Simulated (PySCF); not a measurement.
# AgBCl3: the cost of one run

Computed with PySCF 2.14.0. Level: levels as typed in each script, gas phase, geometry from GFN2-xTB.

### Step 1. The starting structure

SMILES `[Ag+].ClB(Cl)Cl`, 5 atoms, charge 1, spin multiplicity 1.

Bond lengths: Ag1–Cl4 2.577 Å, Ag1–Cl5 2.577 Å, Cl2–B3 1.656 Å, B3–Cl4 1.766 Å, B3–Cl5 1.766 Å. Angles: Cl4–Ag1–Cl5 68.6°, Cl2–B3–Cl4 124.7°, Cl2–B3–Cl5 124.7°, Cl4–B3–Cl5 110.6°, Ag1–Cl4–B3 90.4°, Ag1–Cl5–B3 90.4°.

Geometry (Å):

```xyz
5
AgBCl3
Ag   -1.6451    0.0000    0.0000
Cl    3.1441    0.0000    0.0000
B     1.4885   -0.0001    0.0000
Cl    0.4832   -1.4523    0.0000
Cl    0.4832    1.4523    0.0000
```

### Step 2. Binding of the two fragments (r2SCAN/def2-svpd)

input.py reads:

```python
import numpy as np
from pyscf import gto, scf, dft
from pyscf.scf import atom_ks, atom_hf
from scipy.linalg import block_diag
from pyscf.dispersion import dftd3

def solve(mol, dm0=None, hcore=None):
    mf = (dft.UKS if mol.spin else dft.RKS)(mol, xc='r2scan')
    mf.grids.level = 3
    mf = mf.density_fit(auxbasis='def2-universal-jkfit')
    mf.conv_tol, mf.max_cycle = 1e-8, 80
    if hcore is not None:
        mf.get_hcore = lambda *args: hcore
    mf.kernel(dm0)
    if not mf.converged:
        mf = mf.newton().run(mf.mo_coeff, mf.mo_occ, max_cycle=30)
    assert mf.converged, 'SCF not converged'
    return mf

mol = gto.M(atom='''
Ag    -1.64513     0.00001     0.00000
Cl     3.14408     0.00003     0.00000
B      1.48850    -0.00005     0.00000
Cl     0.48322    -1.45232     0.00000
Cl     0.48319     1.45228     0.00000
''', basis='def2-svpd', ecp={'Ag': 'def2-svpd'}, charge=1, spin=0, verbose=4)
mol_a = gto.M(atom='''
Ag    -1.64513     0.00001     0.00000
ghost-Cl     3.14408     0.00003     0.00000
ghost-B      1.48850    -0.00005     0.00000
ghost-Cl     0.48322    -1.45232     0.00000
ghost-Cl     0.48319     1.45228     0.00000
''', basis='def2-svpd', ecp={'Ag': 'def2-svpd'}, charge=1, spin=0, verbose=4)
mol_b = gto.M(atom='''
ghost-Ag    -1.64513     0.00001     0.00000
Cl     3.14408     0.00003     0.00000
B      1.48850    -0.00005     0.00000
Cl     0.48322    -1.45232     0.00000
Cl     0.48319     1.45228     0.00000
''', basis='def2-svpd', charge=0, spin=0, verbose=4)
ab, a, b = solve(mol), solve(mol_a), solve(mol_b)
e_int = ab.e_tot - a.e_tot - b.e_tot
print('counterpoise-corrected interaction energy / kcal/mol', e_int * 627.5095)
def disp(atoms, charge):
    m = gto.M(atom=atoms, charge=charge, basis='sto-3g', spin=None, unit='Bohr', verbose=0)
    return dftd3.DFTD3Dispersion(m, xc='r2scan', version='d3bj').get_dispersion()['energy']
e_disp = disp(mol._atom, mol.charge) - disp(mol._atom[:1], mol_a.charge) - disp(mol._atom[1:], mol_b.charge)
print('D3(BJ) part / kcal/mol', e_disp * 627.5095)
# spherically averaged free atoms, for the promolecule
atom_ks.AtomSphAverageRKS.init_guess_by_vsap = lambda self, mol=None: self.init_guess_by_minao(mol)  # core potentials
atm = atom_ks.get_atm_nrks(mol, xc='r2scan')
pro = block_diag(*[(atm[a[0]][2] * atm[a[0]][3]) @ atm[a[0]][2].T for a in mol._atom])
np.savez('result.npz', e_int=e_int, e_disp=e_disp, dm_a=a.make_rdm1(), dm_b=b.make_rdm1(), c=ab.mo_coeff, occ=ab.mo_occ, eps=ab.mo_energy, pro=pro, d=[f.dip_moment(verbose=0) for f in (ab, a, b)])
```

Launch:

```console
$ OMP_NUM_THREADS=1 python input.py
```

**Question.** How long does this run take on 1 thread of Arm Neoverse V2, shared host, and how much memory does it need?

About 79 s, with a peak of 0.59 GiB.
